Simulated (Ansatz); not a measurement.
**InClF2: up Jacob's ladder to CCSD(T)**

The task here is to estimate one member of a computed series from the others.

Computed with Ansatz 0.2.0, Gaussian basis. Level: functionals in def2-TZVPP, the program's frozen cores in correlated methods.

Plan: LDA (SPW92), PBE-D4, revPBE-D4, BLYP-D4, r2SCAN-D4, B97M-V, PBE0-D4, B3LYP-D4, r2SCANh-D4, r2SCAN0-D4, HSE06-D4, BHLYP-D4, CAM-B3LYP-D4, LC-ωPBE, ωB97X-V, ωB97M-V, B2PLYP, PBE-QIDH; CCSD(T)/def2-SVP; CCSD(T)/def2-TZVPP; MP2/def2-QZVPP; extrapolation to the limit; RPA on PBE.

## The relaxed structure

The geometry comes from an earlier relaxation with PBE0-D4 in a triple-zeta def2 set; it is a stationary point. In takes the def2 core potential; no spin-orbit term is included.

SMILES `[F][In]([F])[Cl]`, 4 atoms, charge 0, spin multiplicity 1.

Atoms are counted from 1 here; the program's logs count them from 0.

Bond lengths: F1–In2 1.923 Å, In2–F3 1.923 Å, In2–Cl4 2.277 Å. Angles: F1–In2–F3 114.8°, F1–In2–Cl4 122.6°, F3–In2–Cl4 122.6°.

Set-up of the first run:

File in.yaml:

```yaml
crystal:
  periodic: [false, false, false]
  atoms:
    - {symbol: F, position_ang: [0.588226, 0.614614, 1.749615]}
    - {symbol: In, position_ang: [0.046707, -0.040452, 0.025051]}
    - {symbol: F, position_ang: [0.831502, -1.720726, -0.482148]}
    - {symbol: Cl, position_ang: [-1.410935, 1.086263, -1.312818]}
basis:
  gaussian: {orbitals: def2-TZVPP}
hamiltonian: {xc: lda}
output: {orbitals: {seedname: orbitals}}
```

Steps of the session up to this table: LDA; PBE-D4 (GGA); revPBE-D4 (GGA); BLYP-D4 (GGA); r2SCAN-D4 (meta-GGA); B97M-V (meta-GGA); PBE0-D4 (hybrid); B3LYP-D4 (hybrid); r2SCANh-D4 (hybrid); r2SCAN0-D4 (hybrid); HSE06-D4 (hybrid); BHLYP-D4 (hybrid); CAM-B3LYP-D4 (range-separated); LC-ωPBE-D4 (range-separated; the results give it without D4); ωB97X-V (range-separated); ωB97M-V (range-separated); B2PLYP (double hybrid); PBE-QIDH (double hybrid).

One of the session's tables, all rows but one given; the rest of the session is left out.

It belongs to the step «Frontier levels by functional». 

| functional | HOMO (eV) | LUMO (eV) | gap (eV) |
| --- | --- | --- | --- |
| LDA (SPW92) | -8.63 | -4.48 | 4.15 |
| PBE-D4 | -8.42 | -4.10 | 4.32 |
| revPBE-D4 | -8.34 | -3.94 | 4.40 |
| BLYP-D4 | ? | ? | ? |
| r2SCAN-D4 | -8.79 | -3.88 | 4.91 |
| B97M-V | -8.84 | -3.96 | 4.88 |
| PBE0-D4 | -9.90 | -3.18 | 6.72 |
| B3LYP-D4 | -9.62 | -3.55 | 6.07 |
| r2SCANh-D4 | -9.34 | -3.55 | 5.78 |
| r2SCAN0-D4 | -10.16 | -3.06 | 7.10 |
| HSE06-D4 | -9.49 | -3.56 | 5.94 |
| BHLYP-D4 | -11.24 | -2.34 | 8.90 |
| CAM-B3LYP-D4 | -11.32 | -2.25 | 9.07 |
| LC-ωPBE | -12.74 | -0.83 | 11.90 |
| ωB97X-V | -12.35 | -1.02 | 11.32 |
| ωB97M-V | -12.20 | -1.16 | 11.04 |

Estimate the missing values for BLYP-D4.

Worked estimate for «HOMO (eV)». Against the share of exact exchange, B3LYP-D4 (0.2, -9.62), BHLYP-D4 (0.5, -11.24) give a slope of -5.40 per unit share; at 0 the line stands at -8.54.

As computed: HOMO (eV): -8.27; LUMO (eV): -4.09; gap (eV): 4.18. In «HOMO (eV)» the line misses by -0.27.
